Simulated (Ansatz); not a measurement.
# C₃H₈SSi: one species, many methods

An exercise on one series of results from a longer session: the logs are not shown, and one member is left open.

Program: Ansatz 0.2.0, Gaussian basis. Level of theory: functionals in def2-TZVPP, the program's frozen cores in correlated methods. These are calculated values, not measurements.

Plan: LDA (SPW92), PBE-D4, revPBE-D4, BLYP-D4, r2SCAN-D4, B97M-V, PBE0-D4, B3LYP-D4, r2SCANh-D4, r2SCAN0-D4, HSE06-D4, BHLYP-D4, CAM-B3LYP-D4, LC-ωPBE, ωB97X-V, ωB97M-V, B2PLYP, PBE-QIDH; CCSD(T)/def2-SVP; CCSD(T)/def2-TZVPP; MP2/def2-QZVPP; extrapolation to the limit; RPA on PBE.

## The relaxed structure

The geometry comes from an earlier relaxation with PBE0-D4 in a triple-zeta def2 set; it is a stationary point, not always the lowest conformer.

SMILES `C[SiH2]CC=S`, 13 atoms, charge 0, spin multiplicity 1.

Atoms are counted from 1 here; the program's logs count them from 0.

Bond lengths: C1–Si2 1.867 Å, C1–H6 1.092 Å, C1–H7 1.092 Å, C1–H8 1.093 Å, Si2–C3 1.907 Å, Si2–H9 1.485 Å, Si2–H10 1.489 Å, C3–C4 1.468 Å, C3–H11 1.095 Å, C3–H12 1.092 Å, C4–S5 1.616 Å, C4–H13 1.094 Å. Angles: Si2–C1–H6 111.0°, Si2–C1–H7 110.3°, Si2–C1–H8 111.3°, H6–C1–H7 107.9°, H6–C1–H8 108.4°, H7–C1–H8 107.9°, C1–Si2–C3 111.4°, C1–Si2–H9 110.8°, C1–Si2–H10 110.6°, C3–Si2–H9 107.6°, C3–Si2–H10 107.0°, H9–Si2–H10 109.2°, Si2–C3–C4 109.5°, Si2–C3–H11 106.8°, Si2–C3–H12 106.6°, C4–C3–H11 111.6°, C4–C3–H12 111.7°, H11–C3–H12 110.3° and more.

Set-up of the first run:

Input file in.yaml:

```yaml
crystal:
  periodic: [false, false, false]
  atoms:
    - {symbol: C, position_ang: [-1.782096, -0.289539, -0.117650]}
    - {symbol: Si, position_ang: [-0.076022, -1.034929, -0.255435]}
    - {symbol: C, position_ang: [1.237055, 0.071266, 0.575073]}
    - {symbol: C, position_ang: [1.146809, 1.431704, 0.031255]}
    - {symbol: S, position_ang: [2.000293, 2.031081, -1.202771]}
    - {symbol: H, position_ang: [-1.833274, 0.669067, -0.639064]}
    - {symbol: H, position_ang: [-2.524183, -0.954529, -0.565526]}
    - {symbol: H, position_ang: [-2.062052, -0.128962, 0.926274]}
    - {symbol: H, position_ang: [0.314035, -1.202849, -1.678448]}
    - {symbol: H, position_ang: [-0.025475, -2.357833, 0.426122]}
    - {symbol: H, position_ang: [1.032400, 0.052366, 1.650771]}
    - {symbol: H, position_ang: [2.207421, -0.384217, 0.365216]}
    - {symbol: H, position_ang: [0.385589, 2.062674, 0.499182]}
basis:
  gaussian: {orbitals: def2-TZVPP}
hamiltonian: {xc: lda}
output: {orbitals: {seedname: orbitals}}
```

Among the steps run: LDA; PBE-D4 (GGA); revPBE-D4 (GGA); BLYP-D4 (GGA); r2SCAN-D4 (meta-GGA); B97M-V (meta-GGA); PBE0-D4 (hybrid); B3LYP-D4 (hybrid); r2SCANh-D4 (hybrid); r2SCAN0-D4 (hybrid); HSE06-D4 (hybrid); BHLYP-D4 (hybrid); CAM-B3LYP-D4 (range-separated); LC-ωPBE (range-separated); ωB97X-V (range-separated); ωB97M-V (range-separated); B2PLYP (double hybrid); PBE-QIDH (double hybrid).

One of the session's tables, all rows but one given; the rest of the session is left out.

It belongs to the step «Orbital energies across the functionals». 

| functional | HOMO (eV) | LUMO (eV) | gap (eV) |
| --- | --- | --- | --- |
| LDA (SPW92) | -5.22 | -3.10 | 2.12 |
| PBE-D4 | -5.10 | -2.91 | 2.20 |
| revPBE-D4 | -5.05 | -2.83 | 2.22 |
| BLYP-D4 | -4.95 | -2.75 | 2.20 |
| r2SCAN-D4 | -5.32 | -2.79 | 2.53 |
| B97M-V | -5.43 | -2.76 | 2.67 |
| PBE0-D4 | -6.33 | -2.01 | 4.32 |
| B3LYP-D4 | -6.10 | -2.20 | 3.90 |
| r2SCANh-D4 | -5.78 | -2.45 | 3.33 |
| r2SCAN0-D4 | -6.48 | -1.95 | 4.53 |
| HSE06-D4 | ? | ? | ? |
| BHLYP-D4 | -7.43 | -0.95 | 6.48 |
| CAM-B3LYP-D4 | -7.68 | -0.87 | 6.81 |
| LC-ωPBE | -9.08 | 0.19 | 9.28 |
| ωB97X-V | -8.72 | 0.15 | 8.88 |
| ωB97M-V | -8.56 | 0.09 | 8.66 |

**Question.** Estimate the row for HSE06-D4.

As computed: HOMO (eV): -5.93; LUMO (eV): -2.39; gap (eV): 3.54. In the column «HOMO (eV)» it lies between B3LYP-D4 (-6.10) and r2SCANh-D4 (-5.78).
